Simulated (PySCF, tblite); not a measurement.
**C6H5BCl2Se: geometry, infrared bands and NMR shifts**

What infrared bands and NMR shifts should C6H5BCl2Se (`C=C1[Se]C=CC=C1B(Cl)Cl`) show?

The runs use tblite 0.8.0 and PySCF 2.14.0, with density-fitted response routines of our own; the level of theory stands in each step. All values are computed, except where a source is named. Atoms count from 0, in the outputs and in this text.

### 1 The molecule as given

15 atoms, charge 0, multiplicity 1; geometry from: force field or distance geometry start.

Bonds of the start (Å): C0–C1 1.34, C1–Se2 1.90, Se2–C3 1.93, C3–C4 1.35, C4–C5 1.47, C5–C6 1.35, C6–B7 1.59, B7–Cl8 1.84, B7–Cl9 1.85, C6–C1 1.48, C0–H10 1.07, C0–H11 1.08, C3–H12 1.07, C4–H13 1.09, C5–H14 1.07.

### 2 Optimising the geometry with GFN2-xTB

What the job is given:

```
{"job": {"kind": "relax", "xc": "GFN2-xTB", "basis": "xTB"}, "charge": 0, "multiplicity": 1}
C      1.283000     1.786500    -0.057300
C      0.224100     1.028400     0.246100
Se    -1.522600     1.765400     0.264200
C     -2.047700     0.500800    -1.090600
C     -1.608600    -0.770600    -1.055400
C     -0.552200    -1.251500    -0.148300
C      0.342300    -0.433200     0.452200
B      1.487800    -1.033100     1.385700
Cl     2.452300     0.049100     2.520500
Cl     1.770600    -2.861500     1.497300
H      2.266100     1.369600    -0.145500
H      1.136900     2.843000    -0.244700
H     -2.759500     0.803200    -1.830600
H     -2.013000    -1.472300    -1.779900
H     -0.463900    -2.315800    -0.035700
```

On the command line:

```console
$ OMP_NUM_THREADS=1 python probes_run.py task.json out
```

One launch serves the whole session: the jobs run in the order shown.

**Question.** This job is followed by: GFN2-xTB harmonic vibrations, gas phase; GIAO PBE0/pcSseg-1 NMR shielding, non-relativistic, gas phase. Predict these results of the whole session: strongest single infrared mode (GFN2-xTB); zero-point energy (GFN2-xTB); ¹³C shifts against TMS (PBE0/pcSseg-1); ¹H shifts against TMS (PBE0/pcSseg-1); ⁷⁷Se shifts against Me2Se (PBE0/pcSseg-1); ¹¹B shifts against BF3·OEt2 (PBE0/pcSseg-1); ³⁵Cl shifts against HCl (PBE0/pcSseg-1, means over atoms taken as alike).

**Answer**, as computed:

| quantity | value |
| --- | --- |
| strongest single infrared mode (GFN2-xTB) | 1493 cm⁻¹, 337 km/mol |
| zero-point energy (GFN2-xTB) | 57.4 kcal/mol |
| ¹³C shifts against TMS (PBE0/pcSseg-1) | 156.3, 152.8, 145.4, 134.4, 132.2, 128.3 ppm |
| ¹H shifts against TMS (PBE0/pcSseg-1) | 7.41, 7.36, 6.62, 5.75, 5.63 ppm |
| ⁷⁷Se shifts against Me2Se (PBE0/pcSseg-1) | 387 ppm |
| ¹¹B shifts against BF3·OEt2 (PBE0/pcSseg-1) | 53.3 ppm |
| ³⁵Cl shifts against HCl (PBE0/pcSseg-1, means over atoms taken as alike) | 228 ppm |

What this shows: The optimisation took 67 steps and gained 0.552 eV; among the close pairs (by a distance rule), B7–Cl9 changed most, from 1.854 to 1.729 Å. No mode is imaginary among the 39: a minimum at this level. The strongest single mode, at 1493 cm⁻¹, is carried by C5, C4, C6, C3. GFN2-xTB is a fitted tight-binding method: band positions and strengths are rough. Its intensities can rank the bands wrongly. At PBE0/pcSseg-1: The largest span, 1548 ppm, is at Se2, where the paramagnetic term is -1624 ppm. Spin-orbit coupling is left out, which matters for shieldings and couplings at and beside the heavy atoms.
